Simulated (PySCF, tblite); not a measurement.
# CH₈FGeN, a complex of two parts: NMR shifts, interaction energy, spin-spin couplings and core binding energies, part 3 of 3

tblite 0.8.0 and PySCF 2.14.0. Atoms count from 0, parts from 1. The steps go on from the part before.

## (8) J couplings: B3LYP/pcSseg-1+pcJ-1

Job settings and geometry (Å):

```
{"job": {"kind": "j", "xc": "B3LYP", "basis": "pcJ-1"}, "charge": 0, "multiplicity": 1, "parts": [{"atoms": "0-4", "charge": 0, "multiplicity": 1}, {"atoms": "5-11", "charge": 0, "multiplicity": 1}]}
Ge    -0.014106     0.298418     0.635621
F      1.142653    -0.195995    -0.650681
H     -1.336109    -0.153616     0.003669
H      0.509477    -0.538605     1.808876
H      0.263057     1.804827     0.680172
C     -1.315890     2.323038     3.028281
N     -1.634651     1.023868     2.454953
H     -1.350128     3.084991     2.238604
H     -1.994264     2.631652     3.840226
H     -0.290305     2.305749     3.420422
H     -2.570309     1.014047     2.059420
H     -1.605683     0.292455     3.159767
```

Level: B3LYP/pcJ-1 Ge:pcSseg-1 indirect spin-spin coupling, non-relativistic, gas phase.

Standard output:

```text
coarse grid: 42792 points
cycle   1  E = -2274.2582348391  dE = -7.272e-01  |g| = 1.146e+00  |ddm| = 2.559e+00
cycle   2  E = -2273.9925591343  dE =  2.657e-01  |g| = 1.735e+00  |ddm| = 1.659e+00
cycle   3  E = -2274.3768323368  dE = -3.843e-01  |g| = 2.985e-01  |ddm| = 1.238e+00
cycle   4  E = -2274.3885402781  dE = -1.171e-02  |g| = 7.592e-02  |ddm| = 1.845e-01
cycle   5  E = -2274.3891440440  dE = -6.038e-04  |g| = 1.908e-02  |ddm| = 5.435e-02
cycle   6  E = -2274.3892146686  dE = -7.062e-05  |g| = 6.187e-03  |ddm| = 1.619e-02
cycle   7  E = -2274.3892210191  dE = -6.350e-06  |g| = 9.444e-04  |ddm| = 4.341e-03
final grid: 89824 points
cycle   8  E = -2274.3892331949  dE = -5.758e-08  |g| = 1.234e-03  |ddm| = 2.121e-03
cycle   9  E = -2274.3892329722  dE =  2.227e-07  |g| = 1.807e-03  |ddm| = 1.911e-03
cycle  10  E = -2274.3892334219  dE = -4.497e-07  |g| = 1.857e-04  |ddm| = 1.045e-03
cycle  11  E = -2274.3892334276  dE = -5.770e-09  |g| = 3.734e-05  |ddm| = 1.433e-04
cycle  12  E = -2274.3892334278  dE = -1.560e-10  |g| = 4.025e-06  |ddm| = 2.353e-05
converged SCF energy = -2274.3892334278

Indirect spin-spin couplings (Hz)
  i      j    bonds     total        FC       PSO       DSO        SD
  1 F    2 H    2     47.804    50.278     0.323    -1.826    -0.970
  1 F    3 H    2     47.301    49.778     0.296    -1.809    -0.965
  1 F    4 H    2     49.110    51.639     0.167    -1.756    -0.941
  1 F    5 C   99     -1.046    -0.846     0.336    -0.429    -0.107
  1 F    6 N   99    -16.303   -17.099     1.027     0.279    -0.510
  1 F    7 H   99     -1.077    -0.049     0.251    -1.326     0.047
  1 F    8 H   99      0.658     1.397     0.727    -1.496     0.031
  1 F    9 H   99     -1.155    -0.031     0.265    -1.314    -0.074
  1 F   10 H   99     -3.053    -1.500     0.636    -2.285     0.096
  1 F   11 H   99     -3.361    -1.751     0.620    -2.295     0.064
  2 H    3 H    2     20.248    24.430     1.245    -5.428         -
  2 H    4 H    2     20.260    24.515     1.236    -5.490         -
  2 H    5 C   99      1.737     1.827     0.149    -0.240     0.002
  2 H    6 N   99     -6.079    -6.066     0.120    -0.124    -0.009
  2 H    8 H   99      2.161     2.300     0.911    -1.050         -
  2 H    9 H   99     -0.547     0.308     0.792    -1.646         -
  2 H   10 H   99      1.152     0.013    -0.963     2.102         -
  3 H    4 H    2     20.348    24.560     1.214    -5.426         -
  3 H    6 N   99     -5.539    -5.526     0.122    -0.126    -0.009
  3 H    7 H   99     -0.329     0.140     0.649    -1.118         -
  3 H    8 H   99      0.978     0.927     0.847    -0.796         -
  3 H    9 H   99      0.591     0.129    -0.516     0.978         -
  3 H   10 H   99      0.364     0.638     1.127    -1.401         -
  3 H   11 H   99      1.251     0.086    -1.013     2.178         -
  4 H    5 C   99      2.275     2.043    -0.128     0.426    -0.067
  4 H    6 N   99     -4.169    -4.091     0.076    -0.128    -0.026
  4 H    7 H   99      1.121    -0.298    -1.398     2.817         -
  4 H    8 H   99      0.211    -0.245     1.040    -0.585         -
  4 H    9 H   99      1.043    -0.041    -0.841     1.925         -
  4 H   10 H   99     -0.294    -0.381     0.654    -0.568         -
  5 C    6 N    1     -5.738    -4.693    -0.187    -0.074    -0.784
  5 C    7 H    1    142.901   141.354     0.696     0.696     0.155
  5 C    8 H    1    139.296   137.712     0.791     0.647     0.146
  5 C    9 H    1    142.466   140.910     0.707     0.698     0.151
  5 C   10 H    2     -2.278    -2.480     0.570    -0.419     0.051
  5 C   11 H    2     -2.299    -2.518     0.580    -0.415     0.054
  6 N    7 H    2     -1.932    -1.715    -0.263     0.058    -0.011
  6 N    8 H    2      1.112     1.215    -0.255     0.128     0.025
  6 N    9 H    2     -2.067    -1.863    -0.253     0.058    -0.009
  6 N   10 H    1    -69.950   -66.819    -2.611    -0.330    -0.191
  6 N   11 H    1    -69.789   -66.655    -2.612    -0.332    -0.191
  7 H   10 H    3      3.718     3.536     0.788    -0.606         -
  7 H   11 H    3     18.657    18.495     3.665    -3.503         -
  8 H   10 H    3      2.833     2.823     0.933    -0.922         -
  8 H   11 H    3      3.039     3.019     0.897    -0.877         -
  9 H   10 H    3     18.909    18.751     3.663    -3.504         -
  9 H   11 H    3      3.450     3.262     0.819    -0.631         -
 10 H   11 H    2    -10.333   -11.388     4.873    -3.818         -

== part 1 alone, relaxed ==
coarse grid: 20136 points
cycle   1  E = -2178.4000391219  dE = -7.230e-01  |g| = 1.100e+00  |ddm| = 1.875e+00
cycle   2  E = -2178.1459419841  dE =  2.541e-01  |g| = 1.686e+00  |ddm| = 1.431e+00
cycle   3  E = -2178.4966834164  dE = -3.507e-01  |g| = 2.974e-01  |ddm| = 1.078e+00
cycle   4  E = -2178.5083914165  dE = -1.171e-02  |g| = 6.559e-02  |ddm| = 1.667e-01
cycle   5  E = -2178.5087565865  dE = -3.652e-04  |g| = 6.180e-03  |ddm| = 3.341e-02
cycle   6  E = -2178.5087619509  dE = -5.364e-06  |g| = 8.394e-04  |ddm| = 5.598e-03
final grid: 40760 points
cycle   7  E = -2178.5087261351  dE =  3.150e-08  |g| = 1.245e-03  |ddm| = 1.622e-03
cycle   8  E = -2178.5087258917  dE =  2.434e-07  |g| = 1.876e-03  |ddm| = 1.723e-03
cycle   9  E = -2178.5087263268  dE = -4.352e-07  |g| = 2.052e-04  |ddm| = 9.667e-04
cycle  10  E = -2178.5087263322  dE = -5.335e-09  |g| = 1.723e-05  |ddm| = 1.195e-04
cycle  11  E = -2178.5087263323  dE = -1.032e-10  |g| = 1.076e-06  |ddm| = 2.625e-05
converged SCF energy = -2178.5087263323

Indirect spin-spin couplings (Hz)
  i      j    bonds     total        FC       PSO       DSO        SD
  1 F    2 H    2     33.938    35.680     2.356    -2.825    -1.274
  1 F    3 H    2     33.898    35.641     2.359    -2.827    -1.274
  1 F    4 H    2     33.953    35.696     2.356    -2.824    -1.274
  2 H    3 H    2     28.751    32.438     1.337    -5.085     0.061
  2 H    4 H    2     28.744    32.433     1.337    -5.087     0.061
  3 H    4 H    2     28.751    32.439     1.337    -5.085     0.061

== part 2 alone, relaxed ==
coarse grid: 5248 points
cycle   1  E = -95.8210035904  dE = -2.543e-02  |g| = 3.814e-01  |ddm| = 1.742e+00
cycle   2  E = -95.7991112907  dE =  2.189e-02  |g| = 5.058e-01  |ddm| = 6.494e-01
cycle   3  E = -95.8543131576  dE = -5.520e-02  |g| = 3.445e-02  |ddm| = 3.569e-01
cycle   4  E = -95.8544805327  dE = -1.674e-04  |g| = 1.594e-02  |ddm| = 2.704e-02
cycle   5  E = -95.8545304778  dE = -4.995e-05  |g| = 4.302e-03  |ddm| = 1.072e-02
cycle   6  E = -95.8545344606  dE = -3.983e-06  |g| = 2.243e-04  |ddm| = 2.539e-03
final grid: 49064 points
cycle   7  E = -95.8678399299  dE = -3.120e-05  |g| = 4.656e-03  |ddm| = 8.458e-03
cycle   8  E = -95.8678367528  dE =  3.177e-06  |g| = 6.042e-03  |ddm| = 6.974e-03
cycle   9  E = -95.8678449090  dE = -8.156e-06  |g| = 3.296e-04  |ddm| = 3.939e-03
cycle  10  E = -95.8678449164  dE = -7.382e-09  |g| = 2.626e-04  |ddm| = 3.049e-04
cycle  11  E = -95.8678449303  dE = -1.387e-08  |g| = 1.781e-05  |ddm| = 1.422e-04
cycle  12  E = -95.8678449303  dE = -5.835e-11  |g| = 1.611e-06  |ddm| = 1.294e-05
converged SCF energy = -95.8678449303

Indirect spin-spin couplings (Hz)
  i      j    bonds     total        FC       PSO       DSO        SD
  0 C    1 N    1     -5.104    -4.223    -0.129    -0.048    -0.704
  0 C    2 H    1    139.526   137.985     0.841     0.557     0.143
  0 C    3 H    1    133.306   131.710     0.906     0.564     0.126
  0 C    4 H    1    139.517   137.977     0.841     0.557     0.143
  0 C    5 H    2     -2.061    -2.158     0.621    -0.589     0.065
  0 C    6 H    2     -2.061    -2.158     0.621    -0.589     0.065
  1 N    2 H    2     -3.095    -2.967    -0.276     0.145     0.003
  1 N    3 H    2      0.287     0.340    -0.278     0.200     0.025
  1 N    4 H    2     -3.090    -2.962    -0.276     0.145     0.003
  1 N    5 H    1    -67.152   -63.737    -2.982    -0.203    -0.230
  1 N    6 H    1    -67.151   -63.736    -2.982    -0.203    -0.230
  2 H    5 H    3      3.138     3.236     1.016    -1.195     0.081
  2 H    6 H    3     18.822    19.000     3.804    -3.963    -0.019
  3 H    5 H    3      2.157     2.346     1.114    -1.369     0.065
  3 H    6 H    3      2.151     2.341     1.115    -1.370     0.065
  4 H    5 H    3     18.823    19.000     3.804    -3.963    -0.019
  4 H    6 H    3      3.145     3.243     1.015    -1.194     0.081
  5 H    6 H    2     -8.737    -9.942     5.408    -4.700     0.497
```

Wall time 40 s (1 thread of Intel Xeon Platinum 8488C, shared host); peak memory 0.97 GiB.

A choice of the couplings up to four bonds, sorted by the number of bonds; isotopes 13C, 19F, 1H, 15N:

```csv
pair,bonds,J (Hz),Fermi contact (Hz),dihedral (°)
C5–H7,1,142.9,141.4,–
C5–H9,1,142.5,140.9,–
C5–H8,1,139.3,137.7,–
N6–H10,1,-70.0,-66.8,–
N6–H11,1,-69.8,-66.7,–
C5–N6,1,-5.7,-4.7,–
F1–H4,2,49.1,51.6,–
F1–H2,2,47.8,50.3,–
F1–H3,2,47.3,49.8,–
H3–H4,2,20.3,24.6,–
H2–H4,2,20.3,24.5,–
H2–H3,2,20.2,24.4,–
H10–H11,2,-10.3,-11.4,–
C5–H11,2,-2.3,-2.5,–
C5–H10,2,-2.3,-2.5,–
H9–H10,3,18.9,18.8,-178
H7–H11,3,18.7,18.5,180
H7–H10,3,3.7,3.5,-61
H9–H11,3,3.5,3.3,63
H8–H11,3,3.0,3.0,-59
H8–H10,3,2.8,2.8,60
```

The spin-dipole term was solved for some atoms only; pairs without it lack that part.

The response was solved for the nuclei of C, F, H, N alone, so couplings that need other nuclei can be missing.

Quadrupole couplings from the field gradients of the same density:

```csv
atom,isotope,eQq/h (MHz),η
Ge0,73Ge,-104.5,0.02
N6,14N,-4.637,0.14
```

What binding changes (parts relaxed alone, same level, their own basis):

```csv
pair,alone (Hz),in the cluster,change (Hz)
F1–H4,34.0,49.1,+15.2
F1–H2,33.9,47.8,+13.9
F1–H3,33.9,47.3,+13.4
H2–H3,28.8,20.2,-8.5
H2–H4,28.7,20.3,-8.5
H3–H4,28.8,20.3,-8.4
```

## (9) Core-electron binding energies: SCAN, X2C

The job, as its differences from that of step 8:

```diff
@@ -1,2 +1,2 @@
-{"job": {"kind": "j", "xc": "B3LYP", "basis": "pcJ-1"}, "charge": 0, "multiplicity": 1, "parts": [{"atoms": "0-4", "charge": 0, "multiplicity": 1}, {"atoms": "5-11", "charge": 0, "multiplicity": 1}]}
+{"job": {"kind": "xps", "holes": 3}, "charge": 0, "multiplicity": 1, "parts": [{"atoms": "0-4", "charge": 0, "multiplicity": 1}, {"atoms": "5-11", "charge": 0, "multiplicity": 1}]}
 Ge    -0.014106     0.298418     0.635621
```

With the program's defaults for keys left out, this is: delta-SCF UKS SCAN, pcX-2 on the ionised atom, pcseg-1 elsewhere, spin-free X2C.

Standard output:

```text
ground state, core basis on atom 1 (F), 140 functions
  cycle   1  E = -2291.46043797  |g| = 7.92e-01
  cycle   2  E = -2290.99942185  |g| = 1.86e+00
  cycle   3  E = -2291.55939441  |g| = 1.72e-01
  cycle   4  E = -2291.56436207  |g| = 9.91e-02
  cycle   5  E = -2291.56634592  |g| = 2.28e-02
  cycle   6  E = -2291.56642101  |g| = 1.04e-02
  cycle   7  E = -2291.56644528  |g| = 1.68e-03
  cycle   8  E = -2291.56644486  |g| = 3.05e-04
  E(ground) = -2291.70150004 Eh
hole in F 1s of atom 1
  cycle   1  E = -2265.30677888  |g| = 2.59e+00
  cycle   2  E = -2265.17254502  |g| = 2.17e+00
  cycle   3  E = -2266.13266255  |g| = 4.36e-01
  cycle   4  E = -2266.12146380  |g| = 4.25e-01
  cycle   5  E = -2266.21431918  |g| = 4.02e-02
  cycle   6  E = -2266.21502427  |g| = 1.14e-02
  cycle   7  E = -2266.21508692  |g| = 2.87e-03
  cycle   8  E = -2266.21509225  |g| = 1.24e-03
  cycle   9  E = -2266.21509325  |g| = 3.27e-04
  E(ion) = -2266.35782554 Eh   <S^2> = 0.7570   hole on atom = 1.000   binding energy = 689.637 eV
ground state, core basis on atom 5 (C), 140 functions
  cycle   1  E = -2291.52282101  |g| = 7.48e-02
  cycle   2  E = -2291.52178853  |g| = 9.38e-02
  cycle   3  E = -2291.52309424  |g| = 2.78e-02
  cycle   4  E = -2291.52321754  |g| = 4.15e-03
  cycle   5  E = -2291.52322169  |g| = 9.53e-04
  cycle   6  E = -2291.52321982  |g| = 1.76e-04
  E(ground) = -2291.65450505 Eh
hole in C 1s of atom 5
  cycle   1  E = -2280.23352591  |g| = 1.50e+00
  cycle   2  E = -2276.16702945  |g| = 2.93e+00
  cycle   3  E = -2280.24296732  |g| = 1.13e+00
  cycle   4  E = -2280.74590770  |g| = 3.03e-01
  cycle   5  E = -2280.77611410  |g| = 1.21e-01
  cycle   6  E = -2280.78128663  |g| = 4.16e-02
  cycle   7  E = -2280.78199140  |g| = 1.51e-02
  cycle   8  E = -2280.78208665  |g| = 4.74e-03
  cycle   9  E = -2280.78210527  |g| = 2.04e-03
  cycle  10  E = -2280.78211149  |g| = 7.35e-04
  cycle  11  E = -2280.78211058  |g| = 2.20e-04
  E(ion) = -2280.91309799 Eh   <S^2> = 0.7710   hole on atom = 1.000   binding energy = 292.289 eV
ground state, core basis on atom 6 (N), 140 functions
  cycle   1  E = -2291.53446273  |g| = 7.41e-02
  cycle   2  E = -2291.53441448  |g| = 2.36e-02
  cycle   3  E = -2291.53439084  |g| = 2.64e-02
  cycle   4  E = -2291.53454085  |g| = 3.25e-03
  cycle   5  E = -2291.53454203  |g| = 5.01e-04
  cycle   6  E = -2291.53454336  |g| = 1.90e-04
  E(ground) = -2291.66467491 Eh
hole in N 1s of atom 6
  cycle   1  E = -2275.91818583  |g| = 1.86e+00
  cycle   2  E = -2268.74399969  |g| = 3.86e+00
  cycle   3  E = -2275.95184926  |g| = 1.30e+00
  cycle   4  E = -2276.54062087  |g| = 4.73e-01
  cycle   5  E = -2276.60759920  |g| = 8.00e-02
  cycle   6  E = -2276.61094901  |g| = 2.75e-02
  cycle   7  E = -2276.61127093  |g| = 5.50e-03
  cycle   8  E = -2276.61129340  |g| = 1.68e-03
  cycle   9  E = -2276.61129530  |g| = 6.16e-04
  cycle  10  E = -2276.61129643  |g| = 3.04e-04
  E(ion) = -2276.74102900 Eh   <S^2> = 0.7649   hole on atom = 1.000   binding energy = 406.093 eV

== part 1 alone, relaxed ==
ground state, core basis on atom 1 (F), 87 functions
  cycle   1  E = -2195.65141473  |g| = 6.91e-01
  cycle   2  E = -2195.24682173  |g| = 1.73e+00
  cycle   3  E = -2195.72443860  |g| = 6.58e-02
  cycle   4  E = -2195.72529697  |g| = 3.70e-02
  cycle   5  E = -2195.72557863  |g| = 9.56e-03
  cycle   6  E = -2195.72559294  |g| = 1.05e-03
  cycle   7  E = -2195.72559227  |g| = 1.24e-04
  E(ground) = -2195.85386707 Eh
hole in F 1s of atom 1
  cycle   1  E = -2169.40993840  |g| = 2.59e+00
  cycle   2  E = -2169.42892214  |g| = 2.10e+00
  cycle   3  E = -2170.29913585  |g| = 2.33e-01
  cycle   4  E = -2170.31075577  |g| = 3.38e-02
  cycle   5  E = -2170.31126795  |g| = 1.52e-02
  cycle   6  E = -2170.31140681  |g| = 3.15e-03
  cycle   7  E = -2170.31140965  |g| = 7.81e-04
  cycle   8  E = -2170.31140992  |g| = 1.48e-04
  E(ion) = -2170.44743947 Eh   <S^2> = 0.7568   hole on atom = 1.000   binding energy = 691.344 eV

== part 2 alone, relaxed ==
ground state, core basis on atom 0 (C), 84 functions
  cycle   1  E = -95.80640899  |g| = 4.21e-01
  cycle   2  E = -95.76491326  |g| = 5.92e-01
  cycle   3  E = -95.84797963  |g| = 4.05e-02
  cycle   4  E = -95.84826927  |g| = 1.85e-02
  cycle   5  E = -95.84833704  |g| = 6.60e-03
  cycle   6  E = -95.84834536  |g| = 4.37e-04
  E(ground) = -95.85164490 Eh
hole in C 1s of atom 0
  cycle   1  E = -84.59263951  |g| = 1.50e+00
  cycle   2  E = -84.05966479  |g| = 1.74e+00
  cycle   3  E = -85.09670972  |g| = 3.16e-01
  cycle   4  E = -85.12784306  |g| = 1.24e-01
  cycle   5  E = -85.13378101  |g| = 3.78e-02
  cycle   6  E = -85.13439230  |g| = 6.69e-03
  cycle   7  E = -85.13442946  |g| = 2.72e-03
  cycle   8  E = -85.13443833  |g| = 1.29e-03
  cycle   9  E = -85.13444100  |g| = 2.06e-04
  E(ion) = -85.13707772 Eh   <S^2> = 0.7712   hole on atom = 1.000   binding energy = 291.558 eV
ground state, core basis on atom 1 (N), 84 functions
  cycle   1  E = -95.86142424  |g| = 7.60e-02
  cycle   2  E = -95.86133873  |g| = 3.24e-02
  cycle   3  E = -95.86132706  |g| = 3.34e-02
  cycle   4  E = -95.86154761  |g| = 2.18e-03
  cycle   5  E = -95.86154911  |g| = 5.15e-04
  cycle   6  E = -95.86154854  |g| = 4.22e-05
  E(ground) = -95.86409608 Eh
hole in N 1s of atom 1
  cycle   1  E = -80.29807240  |g| = 1.85e+00
  cycle   2  E = -79.83245403  |g| = 1.96e+00
  cycle   3  E = -80.94219532  |g| = 3.33e-01
  cycle   4  E = -80.97426856  |g| = 4.70e-02
  cycle   5  E = -80.97492816  |g| = 2.59e-02
  cycle   6  E = -80.97525378  |g| = 5.77e-03
  cycle   7  E = -80.97527152  |g| = 1.32e-03
  cycle   8  E = -80.97527213  |g| = 4.61e-04
  E(ion) = -80.97697195 Eh   <S^2> = 0.7647   hole on atom = 1.000   binding energy = 405.099 eV
```

Run time: 25 s. Hardware: 1 thread of Intel Xeon Platinum 8488C, shared host; peak memory 0.54 GiB.

Binding energies by hole, beside the orbital energy of the ground state; the difference holds orbital relaxation and, for a density functional, its self-interaction error:

```csv
hole,stands for,environment,ΔSCF (eV),−ε (eV),⟨S²⟩
F1s on F1,F1,fluorine bonded to Ge,689.64,664.1,0.757
C1s on C5,C5,"carbon bonded to N, 3 H",292.29,274.9,0.771
N1s on N6,N6,"nitrogen bonded to C, 2 H",406.09,386.8,0.765
```

What binding changes (parts relaxed alone, same level, their own basis):

```csv
hole,alone (eV),in the cluster,change (eV)
F1s on F1,691.34,689.64,-1.71
C1s on C5,291.56,292.29,+0.73
N1s on N6,405.10,406.09,+0.99
```

## (10) Comparing the runs

Energies in kcal/mol, with wall time:

```csv
run,counterpoise,BSSE,electrostatic,Pauli,orbital,dispersion,correlation,time
wB97M-D3(BJ)/def2-TZVPD,-10.74,0.33,-28.90,33.41,-13.26,-2.32,–,72 s
PBE0-D3(BJ)/def2-TZVPD,-11.40,0.34,-27.58,31.91,-14.26,-1.80,–,35 s
MP2/def2-TZVPD,-10.00,1.99,-28.87,33.87,-11.00,–,-5.99,13 s
```

## (11) Results

What follows sums up all 3 parts.

| quantity | value |
| --- | --- |
| binding energy (GFN2-xTB) | -10.36 kcal/mol |
| point group | C1 |
| rotational constants (main isotopes) | 18.74, 1.62, 1.55 GHz |
| shieldings of C, H (PBE0/pcSseg-2) | C5 153.1, H2 26.1, H3 26.1, H4 26.4, H8 28.8, H7 29.1, H9 29.1, H10 30.7 ppm and more |
| largest proton shift on binding | H10, +0.54 ppm |
| interaction energy, counterpoise (wB97M-D3(BJ)/def2-TZVPD) | -10.74 kcal/mol |
| superposition error | 0.33 kcal/mol |
| binding energy (with deformation) | -8.24 kcal/mol |
| largest coupling of the table (B3LYP/pcSseg-1+pcJ-1) | $^{1}J$(C,H) C5–H7, 142.9 Hz |
| F1s binding energies, SCAN/pcX-2 | F1 689.64 eV |
| C1s binding energies, SCAN/pcX-2 | C5 292.29 eV |
| N1s binding energies, SCAN/pcX-2 | N6 406.09 eV |
| range of the interaction energy over the runs of this table | -11.40 to -10.00 kcal/mol |

**Reading.** At its xTB geometry the search ends with the contact Ge0···N6 (tetrel bond, 2.56 Å); 6 starts can't prove it the lowest minimum. A later relaxation moves these distances. The optimisation took 5 steps and gained 0.097 eV; among the close pairs (by a distance rule), Ge0–H3 changed most, from 1.472 to 1.533 Å. At PBE0/pcSseg-2: The largest span, 174 ppm, is at Ge0, where the paramagnetic term is -1279 ppm. On binding (GIAO PBE0/pcSseg-2 NMR shielding, non-relativistic, gas phase), H10 moves most among the protons, 0.54 ppm downfield. Of the attraction, electrostatic 65 %, orbital 30 %, dispersion 5 %; Pauli repulsion takes back 33.41 kcal/mol. A part with a negative deformation was relaxed at another level. Of the pairs tabulated at B3LYP/pcSseg-1+pcJ-1, C5–H7 couples most strongly (142.9 Hz; Fermi contact 141.4 Hz). Binding moves the F1s level of F1 by -1.71 eV. The interaction energy runs from -11.40 (PBE0-D3(BJ)/def2-TZVPD) to -10.00 kcal/mol (MP2/def2-TZVPD). Spin-orbit coupling is left out, which matters for shieldings and couplings at and beside the heavy atoms.
